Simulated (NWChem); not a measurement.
# the pair BH2Cl···BH2SCl, step by step

Aim: the energy (singlet B2H4SCl2, SVWN5/6-31+G*), then the energy (singlet BH2Cl, SVWN5/6-31+G*), then a single-point energy (singlet BH2SCl, SVWN5/6-31+G*), then a single-point energy (singlet BH2Cl, SVWN5/6-31+G*), then a single-point energy (singlet BH2SCl, SVWN5/6-31+G*) of B2Cl2H4S and its partners. 

Program for the calculation: NWChem 7.3.0.

### 1 Starting point

B2H4SCl2 has 9 atoms, charge 0, and is taken as a singlet. The two molecules were placed rigidly side by side, at 1.3 times their contact distance; the pair isn't optimised.

Bond lengths: B1–Cl2 1.733 Å, S5–B6 1.779 Å, B6–Cl7 1.745 Å, B1–H3 1.190 Å, B1–H4 1.190 Å, S5–H8 1.343 Å, B6–H9 1.189 Å. Angles: S5–B6–Cl7 118.6°, Cl2–B1–H3 118.1°, Cl2–B1–H4 118.1°, S5–B6–H9 122.1°, Cl7–B6–H9 119.3°, B6–S5–H8 96.0°, H3–B1–H4 123.7°.

### 2 A single-point energy at SVWN5/6-31+G(d) (spherical functions) (run 1)

File nw.nw:

```
echo
start nw
title "B2Cl2H4S SVWN5"
memory stack 880 mb heap 220 mb global 1100 mb
charge 0
geometry units angstroms noautosym nocenter noautoz
B       -0.130570       0.036780      -0.070220
Cl       1.351120      -0.380220       0.726280
H       -1.120080      -0.544420       0.245480
H       -0.100470       0.887880      -0.901520
S        1.691530      -0.066630       5.319860
B        2.991140      -1.249880       5.592110
Cl       4.647490      -0.708030       5.499700
H        0.676300      -0.929500       5.491100
H        2.764980      -2.391600       5.833750
end
basis "ao basis" spherical bse
* library 6-31+G*
end
dft
xc slater vwn_5
grid fine
convergence energy 1e-08
iterations 100
mulliken
noprint "final vectors analysis"
end
task dft energy
```

On the command line:

```bash
$ nwchem nw.nw > nw.out
```

The log of the run:

```text
[...]
          Wavefunction type:  closed shell.
          No. of atoms     :     9
          No. of electrons :    64
[...]
          Charge           :     0
          Spin multiplicity:     1
[...]
          AO basis - number of functions:   110
[...]
              XC Information
              --------------
                        Slater Exchange Functional  1.000 local
                      VWN V Correlation Functional  1.000 local
[...]
 d= 0,ls=0.0,diis     1  -1365.6582619620 -1.61D+03  1.54D-02  9.65D-01     2.0
[...]
 d= 0,ls=0.0,diis    11  -1365.7570407002 -1.56D-09  2.75D-07  7.45D-10    14.6
         Total DFT energy =    -1365.757040700202
      One electron energy =    -2378.187578494351
           Coulomb energy =      853.405671601867
    Exchange-Corr. energy =      -86.767746799238
 Nuclear repulsion energy =      245.792612991520
[...]
      Total Density - Mulliken Population Analysis
     ---------------------------------------------
    Atom       Charge   Shell Charges
 -----------   ------   -------------------------------------------------------
    1 B    5     5.14   1.99  0.61  1.43  0.52  0.48  0.04  0.03  0.05
    2 Cl  17    17.02   2.00  2.00  5.97  1.42  3.65  0.52  1.39 -0.00  0.06  0.02
    3 H    1     0.92   0.50  0.42
    4 H    1     0.92   0.50  0.42
    5 S   16    16.03   2.00  2.00  5.96  1.38  3.11  0.49  1.01 -0.02  0.05  0.05
    6 B    5     5.19   1.99  0.59  1.47  0.45  0.57  0.05  0.03  0.06
    7 Cl  17    17.04   2.00  2.00  5.97  1.42  3.65  0.52  1.40 -0.01  0.06  0.02
    8 H    1     0.86   0.48  0.38
    9 H    1     0.89   0.49  0.40
[...]
```

Run time: 15 s. Hardware: 1 thread of Intel Xeon 6975P-C (Granite Rapids), shared host; peak memory 0.12 GiB.

### 3 BH2Cl: a single-point energy at SVWN5/6-31+G(d) (spherical functions) (run 2)

File bclh2.nw:

```
start bclh2
memory stack 880 mb heap 220 mb global 1100 mb
geometry noautosym nocenter noautoz
 B       -0.130570       0.036780      -0.070220
 Cl       1.351120      -0.380220       0.726280
 H       -1.120080      -0.544420       0.245480
 H       -0.100470       0.887880      -0.901520
end
basis spherical bse
 B library 6-31+G*
 Cl library 6-31+G*
 H library 6-31+G*
end
dft
 xc slater vwn_5
 grid fine
 convergence energy 1e-08
 iterations 100
 mulliken
 noprint "final vectors analysis"
end
task dft energy
```

On the command line:

```bash
$ nwchem bclh2.nw > bclh2.out
```

The log of the run:

```text
[...]
          Wavefunction type:  closed shell.
          No. of atoms     :     4
          No. of electrons :    24
[...]
          Charge           :     0
          Spin multiplicity:     1
[...]
          AO basis - number of functions:    44
[...]
              XC Information
              --------------
                        Slater Exchange Functional  1.000 local
                      VWN V Correlation Functional  1.000 local
[...]
 d= 0,ls=0.0,diis     1   -484.4071277544 -5.22D+02  2.20D-02  3.65D-01     0.3
[...]
 d= 0,ls=0.0,diis    10   -484.4453260507 -2.20D-10  1.86D-07  6.70D-11     1.6
         Total DFT energy =     -484.445326050743
      One electron energy =     -744.114478847071
           Coulomb energy =      253.094959814036
    Exchange-Corr. energy =      -31.208945780404
 Nuclear repulsion energy =       37.783138762696
[...]
      Total Density - Mulliken Population Analysis
     ---------------------------------------------
    Atom       Charge   Shell Charges
 -----------   ------   -------------------------------------------------------
    1 B    5     5.15   1.99  0.61  1.43  0.52  0.48  0.04  0.04  0.05
    2 Cl  17    17.02   2.00  2.00  5.97  1.42  3.65  0.52  1.40 -0.00  0.06  0.02
    3 H    1     0.92   0.50  0.42
    4 H    1     0.92   0.50  0.42
[...]
```

It took 2.2 s on 1 thread of Intel Xeon 6975P-C (Granite Rapids), shared host; peak memory 0.11 GiB.

### 4 BH2SCl: the energy at SVWN5/6-31+G(d) (spherical functions) (run 3)

File sp.nw:

```
START sp
memory total 2200 mb

GEOMETRY units bohr noautosym nocenter noautoz
   S   3.19652843 -0.12591245 10.05307842
   B   5.65243540 -2.36193089 10.56755636
   Cl  8.78248327 -1.33798279 10.39292677
   H   1.27802178 -1.75650043 10.37667512
   H   5.22505494 -4.51946900 11.02418978
END

BASIS spherical bse
   S library 6-31+G*
   B library 6-31+G*
   Cl library 6-31+G*
   H library 6-31+G*
END

DFT
   xc slater vwn_5
   grid fine
   convergence energy 1e-08
   maxiter 100
   mulliken
   noprint "final vectors analysis"
END

TASK dft energy
```

On the command line:

```bash
$ nwchem sp.nw > sp.out
```

The log of the run:

```text
[...]
          Wavefunction type:  closed shell.
          No. of atoms     :     5
          No. of electrons :    40
[...]
          Charge           :     0
          Spin multiplicity:     1
[...]
          AO basis - number of functions:    66
[...]
              XC Information
              --------------
                        Slater Exchange Functional  1.000 local
                      VWN V Correlation Functional  1.000 local
[...]
 d= 0,ls=0.0,diis     1   -881.2507245139 -9.97D+02  2.09D-02  5.98D-01     0.7
[...]
 d= 0,ls=0.0,diis    11   -881.3110664858 -9.69D-10  3.11D-07  2.17D-10     5.0
         Total DFT energy =     -881.311066485791
      One electron energy =    -1449.980955577699
           Coulomb energy =      508.250638446978
    Exchange-Corr. energy =      -55.560128731622
 Nuclear repulsion energy =      115.979379376552
[...]
      Total Density - Mulliken Population Analysis
     ---------------------------------------------
    Atom       Charge   Shell Charges
 -----------   ------   -------------------------------------------------------
    1 S   16    16.02   2.00  2.00  5.96  1.37  3.11  0.49  1.01 -0.02  0.05  0.05
    2 B    5     5.19   1.99  0.59  1.47  0.45  0.57  0.04  0.03  0.06
    3 Cl  17    17.04   2.00  2.00  5.97  1.42  3.65  0.52  1.40 -0.00  0.06  0.02
    4 H    1     0.85   0.48  0.38
    5 H    1     0.89   0.49  0.40
[...]
```

Run time: 5.7 s. Hardware: 1 thread of Intel Xeon 6975P-C (Granite Rapids), shared host; peak memory 0.12 GiB.

### 5 BH2Cl among ghost functions: a single-point energy at SVWN5/6-31+G(d) (spherical functions, with ghost functions) (run 4)

File calc.nw:

```
echo
start calc
memory 2200 mb
geometry units bohr noautosym nocenter noautoz
B  -0.24674154  0.06950413 -0.13269657
Cl  2.55324676 -0.71851167  1.37247029
H  -2.11664444 -1.02880470  0.46388997
H  -0.18986078  1.67785003 -1.70362590
bqS      3.196528    -0.125912    10.053078
bqB      5.652435    -2.361931    10.567556
bqCl     8.782483    -1.337983    10.392927
bqH      1.278022    -1.756500    10.376675
bqH      5.225055    -4.519469    11.024190
end
basis spherical bse
B library 6-31+G*
Cl library 6-31+G*
H library 6-31+G*
bqS library S 6-31+G*
bqB library B 6-31+G*
bqCl library Cl 6-31+G*
bqH library H 6-31+G*
end
dft
xc slater vwn_5
grid fine
convergence energy 1e-08
maxiter 100
mulliken
print low
end
task dft energy
```

On the command line:

```bash
$ nwchem calc.nw > calc.out
```

The log of the run:

```text
[...]
 d= 0,ls=0.0,diis     1   -484.4071841675 -5.22D+02  8.83D-03  3.66D-01     1.5
[...]
 d= 0,ls=0.0,diis    10   -484.4454249263 -2.30D-10  7.54D-08  6.87D-11    11.5
         Total DFT energy =     -484.445424926262
      One electron energy =     -744.111467072825
           Coulomb energy =      253.091397099078
    Exchange-Corr. energy =      -31.208490982520
 Nuclear repulsion energy =       37.783136030006
[...]
      Total Density - Mulliken Population Analysis
     ---------------------------------------------
    Atom       Charge   Shell Charges
 -----------   ------   -------------------------------------------------------
    1 B    5     5.14   1.99  0.61  1.43  0.52  0.48  0.04  0.03  0.05
    2 Cl  17    17.02   2.00  2.00  5.97  1.42  3.65  0.52  1.40 -0.00  0.06  0.02
    3 H    1     0.92   0.50  0.42
    4 H    1     0.92   0.50  0.42
    5 X    0    -0.00  -0.00 -0.00  0.00 -0.00 -0.00  0.00  0.00 -0.00 -0.00  0.00
    6 X    0    -0.00  -0.00  0.00 -0.00 -0.00 -0.00 -0.00 -0.00 -0.00
    7 X    0     0.00   0.00  0.00 -0.00  0.00 -0.00 -0.00  0.00  0.00  0.00 -0.00
    8 X    0    -0.00  -0.00 -0.00
    9 X    0    -0.00   0.00 -0.00
[...]
```

It took 12 s on 1 thread of Intel Xeon 6975P-C (Granite Rapids), shared host; peak memory 0.12 GiB.

### 6 BH2SCl among ghost functions: a single-point energy at SVWN5/6-31+G(d) (spherical functions, with ghost functions) (run 5)

File mol.nw:

```
start mol
title "BClH2S energy"
memory 2200 mb
geometry units angstrom noautosym nocenter noautoz
  S        1.691530      -0.066630       5.319860
  B        2.991140      -1.249880       5.592110
  Cl       4.647490      -0.708030       5.499700
  H        0.676300      -0.929500       5.491100
  H        2.764980      -2.391600       5.833750
  bqB     -0.130570     0.036780    -0.070220
  bqCl     1.351120    -0.380220     0.726280
  bqH     -1.120080    -0.544420     0.245480
  bqH     -0.100470     0.887880    -0.901520
end
basis spherical bse
  S library 6-31+G*
  B library 6-31+G*
  Cl library 6-31+G*
  H library 6-31+G*
  bqB library B 6-31+G*
  bqCl library Cl 6-31+G*
  bqH library H 6-31+G*
end
dft
  xc slater vwn_5
  grid fine
  convergence energy 1e-08
  iterations 100
  mulliken
  noprint "final vectors analysis"
end
task dft
```

On the command line:

```bash
$ nwchem mol.nw > mol.out
```

The log of the run:

```text
[...]
          Wavefunction type:  closed shell.
          No. of atoms     :     9
          No. of electrons :    40
[...]
          Charge           :     0
          Spin multiplicity:     1
[...]
          AO basis - number of functions:   110
[...]
              XC Information
              --------------
                        Slater Exchange Functional  1.000 local
                      VWN V Correlation Functional  1.000 local
[...]
 d= 0,ls=0.0,diis     1   -881.2507950808 -9.97D+02  1.26D-02  5.99D-01     1.8
[...]
 d= 0,ls=0.0,diis    11   -881.3111718253 -9.75D-10  1.87D-07  2.18D-10    13.8
         Total DFT energy =     -881.311171825340
      One electron energy =    -1449.977926946541
           Coulomb energy =      508.247059130580
    Exchange-Corr. energy =      -55.559691820780
 Nuclear repulsion energy =      115.979387811401
[...]
      Total Density - Mulliken Population Analysis
     ---------------------------------------------
    Atom       Charge   Shell Charges
 -----------   ------   -------------------------------------------------------
    1 S   16    16.02   2.00  2.00  5.96  1.37  3.11  0.49  1.01 -0.03  0.05  0.05
    2 B    5     5.20   1.99  0.59  1.47  0.45  0.57  0.05  0.03  0.06
    3 Cl  17    17.04   2.00  2.00  5.97  1.42  3.65  0.52  1.40 -0.01  0.06  0.02
    4 H    1     0.86   0.48  0.38
    5 H    1     0.89   0.49  0.40
    6 X    0    -0.00   0.00  0.00 -0.00 -0.00  0.00 -0.00 -0.00 -0.00
    7 X    0    -0.00  -0.00 -0.00  0.00 -0.00 -0.00  0.00  0.00 -0.00 -0.00  0.00
    8 X    0    -0.00   0.00 -0.00
    9 X    0     0.00   0.00  0.00
[...]
```

Run time: 14 s. Hardware: 1 thread of Intel Xeon 6975P-C (Granite Rapids), shared host; peak memory 0.12 GiB.

### 7 Summary of results

```
                                                                                                                   quantity           value
                                                                                         run 1, SVWN5/6-31+G*: total energy  -1365.75704 Eh
                                                                                        run 1, SVWN5/6-31+G*: dipole moment          2.11 D
                                                                                                        BH2Cl: total energy   -484.44533 Eh
                                                                                                       BH2Cl: dipole moment          0.51 D
                                                                                                       BH2SCl: total energy   -881.31107 Eh
                                                                                                      BH2SCl: dipole moment          1.79 D
                                                                                  BH2Cl among ghost functions: total energy   -484.44542 Eh
                                                                                 BH2SCl among ghost functions: total energy   -881.31117 Eh
                                                                                BH2SCl among ghost functions: dipole moment          1.78 D
              interaction energy of the rigid parts BH2Cl and BH2SCl (parts in their own basis; closest atoms 4.62 Å apart)       -0.018 eV
interaction energy of the rigid parts BH2Cl and BH2SCl (parts in the whole basis, counterpoise; closest atoms 4.62 Å apart)       -0.012 eV
```

In words: The interaction energy of the rigid parts BH2Cl and BH2SCl (parts in their own basis; closest atoms 4.62 Å apart) is −0.02 eV (−1.7 kJ/mol). Without counterpoise this holds the superposition error of the basis. The interaction energy of the rigid parts BH2Cl and BH2SCl (parts in the whole basis, counterpoise; closest atoms 4.62 Å apart) is −0.01 eV (−1.2 kJ/mol). The basis-set superposition error is 0.5 kJ/mol. Mulliken charges (run 1, SVWN5/6-31+G*) run from -0.19 on B6 to +0.14 on H8; in a basis this large or diffuse they mean little. Mulliken charges (BH2Cl) run from -0.15 on B1 to +0.08 on H3; in a basis this large or diffuse they mean little. Mulliken charges (BH2SCl) run from -0.19 on B2 to +0.15 on H4; in a basis this large or diffuse they mean little.
